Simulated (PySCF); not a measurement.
# C3H7ClOSi: the cost of one run

Programs: PySCF 2.14.0, with density-fitted response routines of our own. Each step states its level of theory. These are calculated values for one molecule in the gas phase, unless marked as measured. Atoms are numbered from 0 throughout.

### 1 The molecule as given

13 atoms, charge 0, multiplicity 1; geometry from: GFN2-xTB. The atoms were then displaced at random by about 0.01 Å, so the start is not that level's minimum.

Bonds of the start (Å): C0–O1 1.39, O1–C2 1.35, C2–C3 1.38, C3–Si4 1.85, Si4–Cl5 2.03, C0–H6 1.07, C0–H7 1.12, C0–H8 1.08, C2–H9 1.07, C3–H10 1.06, Si4–H11 1.45, Si4–H12 1.47.

### 2 Optimising the geometry at PBE0-D3(BJ)/def2-SVP

What the job is given:

```
{"job": {"xc": "PBE0", "basis": "def2-SVP", "d3": "d3bj", "grid": 1, "shake": 0.01, "kind": "geom"}, "charge": 0, "multiplicity": 1}
C     -2.241820    -0.579750     0.275130
O     -0.867850    -0.404650     0.256200
C     -0.395580     0.631010    -0.478090
C      0.966330     0.854810    -0.565590
Si     2.161940    -0.265520     0.293160
Cl     4.006250     0.459950    -0.135180
H     -2.461050    -1.409100     0.914390
H     -2.743470     0.339820     0.669960
H     -2.651050    -0.749600    -0.714330
H     -1.118980     1.257300    -0.950110
H      1.251130     1.690600    -1.144300
H      2.109830    -1.633930    -0.180220
H      1.990120    -0.207830     1.748650
```

On the command line:

```bash
> OMP_NUM_THREADS=1 python probes_run.py task.json out
```

One launch serves the whole session: the jobs run in the order shown.

**Question.** How long does this first job take on 1 thread of Arm Neoverse V1, shared host, and how much memory does it need?

About 69 s, with a peak of 0.52 GiB.
